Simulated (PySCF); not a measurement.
**A diatomic session: RbS**

Aim: find the lowest electronic state of RbS, scan its bond at several levels of theory, and get bond length, wavenumber and dissociation energy from each curve.

Method: Rb def2-SVPD with ECP28, S def2-SVPD, scalar-relativistic core potentials; program: PySCF 2.14.0.

### 1 Input

Settings of the job:

```yaml
atoms: Rb, S
charge: 0
basis: Rb def2-SVPD with ECP28, S def2-SVPD
Hamiltonian: scalar-relativistic core potentials
basis_functions: 54
electrons_treated: 25
masses_in_u: 84.9118, 31.9721
levels: PBE0, PBE, r²SCAN, B2PLYP, r²SCAN0, r²SCANh, ωB97X, HF, MP2, SCS-MP2, CCSD, CCSD(T)
grid: 80 radial by 434 angular points
occupations: held fixed by the projection of orbital angular momentum
dissociation_limit: Rb + S, each in its ground configuration
starting_distance_in_angstrom: 3.045
values_of_2S_to_try: 1, 3
```

Launch:

```console
OMP_NUM_THREADS=1 python dia.py task.json out
```

The runs that follow: PBE0 along the bond; Excited determinants; PBE (GGA); r²SCAN (meta-GGA); B2PLYP (double hybrid); r²SCAN0 (hybrid meta-GGA); r²SCANh; ωB97X (range-separated hybrid); UHF (mean field); Adding correlation.

What does the calculation give? Wanted: for each run, Re; ωe; De; μ.

The runs gave:

Lowest PBE0 solution found, without spin–orbit coupling: ²Π (doublet), unpaired electrons π ↑. State 2 has its PBE0 minimum 0.25 eV higher. The other levels ran on the lowest alone.

```
      level  Re (Å)  ωe (cm⁻¹)  De (eV)   μ (D)
        UHF   3.079      201.4     1.63  -12.14
    UHF-MP2   3.047      205.6     2.34     n/a
UHF-SCS-MP2   3.055      204.0     2.34     n/a
   UHF-CCSD   3.051      205.0     2.24     n/a
UHF-CCSD(T)   3.053      203.8     2.30     n/a
        PBE   3.020      201.0     2.66  -10.43
     r²SCAN   3.026      205.4     2.74  -11.21
    r²SCANh   3.021      207.2     2.71  -11.29
       PBE0   3.007      208.5     2.63  -11.01
    r²SCAN0   3.015      209.7     2.67  -11.37
      ωB97X   3.014      212.0     2.94  -11.60
     B2PLYP   3.035      204.5     2.49  -11.49
```

De is counted to Rb + S in their ground configurations. A positive dipole means Rb(−)S(+).

Differences from CCSD(T) in the same basis:

```
      level  Re (mÅ)  ωe (%)
        UHF      +25    -1.1
    UHF-MP2       -7    +0.9
UHF-SCS-MP2       +1    +0.1
   UHF-CCSD       -2    +0.6
        PBE      -33    -1.4
     r²SCAN      -27    +0.8
    r²SCANh      -32    +1.7
       PBE0      -47    +2.3
    r²SCAN0      -38    +2.9
      ωB97X      -39    +4.0
     B2PLYP      -19    +0.3
```

What this shows: Judged by CCSD(T) in the same basis: best bond length UHF-SCS-MP2 (+1 mÅ), worst PBE0 (-47 mÅ); best wavenumber UHF-SCS-MP2 (+0.1 %), worst ωB97X (+4.0 %). CCSD(T) in a basis this small is itself some way from its limit, more so than the functionals. Of the levels with a De here, UHF gives the least (1.63 eV) and ωB97X the most (2.94 eV).

Correlated steps freeze 5 core orbitals. B2PLYP dipoles, levels and charges come from its SCF part alone. Spin–orbit coupling is left out.
